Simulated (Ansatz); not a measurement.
# CuH2 (doublet): from Hartree-Fock to the top rungs, def2-SVP

How much of the correlation energy of CuH2 (doublet) does each wave-function method recover here?

Method: def2-SVP, core rule «outside noble gas», up to 9 orbitals frozen; program: Ansatz 0.2.0, Gaussian basis.

The runs, in order: UHF; CCSD(T) on ROHF; CCSD(T) on UHF; CISD; CCSDT(Q) on ROHF; CCSDT(Q) on UHF; CCSDTQ on ROHF; CASSCF and MRCISD+Q, 13 electrons in 8 orbitals; CASSCF and NEVPT2, 13 electrons in 8 orbitals.

7 further runs of the same task are left out: 1 that didn't finish, 6 set aside as unsound or not needed.

**1. What is computed**

The geometry is a PBE0/def2-TZVP stationary point (not a proven minimum).

3 atoms, charge 0, spin multiplicity 2.

Atoms are counted from 1 here; the program's logs count them from 0.

Bond lengths: Cu1–H2 1.531 Å, Cu1–H3 1.531 Å. Angles: H2–Cu1–H3 180.0°.

**2. UHF**

Input file in.yaml:

```yaml
crystal:
  periodic: [false, false, false]
  atoms:
    - {symbol: Cu, position_ang: [0.000000, 0.000000, 0.000000]}
    - {symbol: H, position_ang: [0.000000, 0.000000, -1.531400]}
    - {symbol: H, position_ang: [0.000000, 0.000000, 1.531400]}
basis:
  gaussian: {orbitals: def2-SVP}
magnetization: {spin_polarized: true, initial_magnetization: 1}
hamiltonian: {xc: hf}
output: {orbitals: {seedname: orbitals}}
```

Launch:

```console
$ ansatz run in.yaml --threads 1 --pin off --events-out ev --progress --plain --max-ram 4096MiB --backend cpu
```

The runs that follow: CCSD(T) on ROHF; CCSD(T) on UHF; CISD; CCSDT(Q) on ROHF; CCSDT(Q) on UHF; CCSDTQ on ROHF; CASSCF and MRCISD+Q, 13 electrons in 8 orbitals; CASSCF and NEVPT2, 13 electrons in 8 orbitals.

Before running them: what should the planned runs give, taken together? Wanted: RCCSDTQ below the RHF energy; RMP2 from RCCSDTQ; UMP2 from RCCSDTQ; RCCSD from RCCSDTQ; RCCSD(T) from RCCSDTQ; UCCSD(T) from RCCSDTQ; RCCSDT(Q) from RCCSDTQ; UCCSDT(Q) from RCCSDTQ; NEVPT2 valence from RCCSDTQ.

**Answer**, as computed:

| quantity | value |
| --- | --- |
| RCCSDTQ below the RHF energy | -7.4476 eV |
| RMP2 from RCCSDTQ | +633.8 meV |
| UMP2 from RCCSDTQ | +562.3 meV |
| RCCSD from RCCSDTQ | +213.8 meV |
| RCCSD(T) from RCCSDTQ | -2.9 meV |
| UCCSD(T) from RCCSDTQ | -26.0 meV |
| RCCSDT(Q) from RCCSDTQ | +3.5 meV |
| UCCSDT(Q) from RCCSDTQ | -21.1 meV |
| NEVPT2 valence from RCCSDTQ | +1128.1 meV |
| MRCISD+Q valence from RCCSDTQ | +431.2 meV |
| levels within 1 kcal/mol (43 meV) | RCCSD(T), UCCSD(T), RCCSDT, UCCSDT, RCCSDT(Q), UCCSDT(Q) |
| T1 diagnostic | 0.065 |
| effectively unpaired electrons | 1.00 |

What this shows: RCCSD(T) misses by -2.9 meV, 0.0 % of the correlation energy. CCSD(T) misses by -2.9 meV on the restricted determinant and by -26.0 meV on the unrestricted one; the two need not hold the same state or core. The occupations are near whole numbers, but T1 = 0.065 shows that the orbitals relax strongly. Of the multireference levels listed MRCISD+Q valence comes nearest in total energy (+431.2 meV), which doesn't show that its space is the better one. These misses are within one basis, not against nature; the frozen cores of restricted and unrestricted runs differ, which can shift their rows.
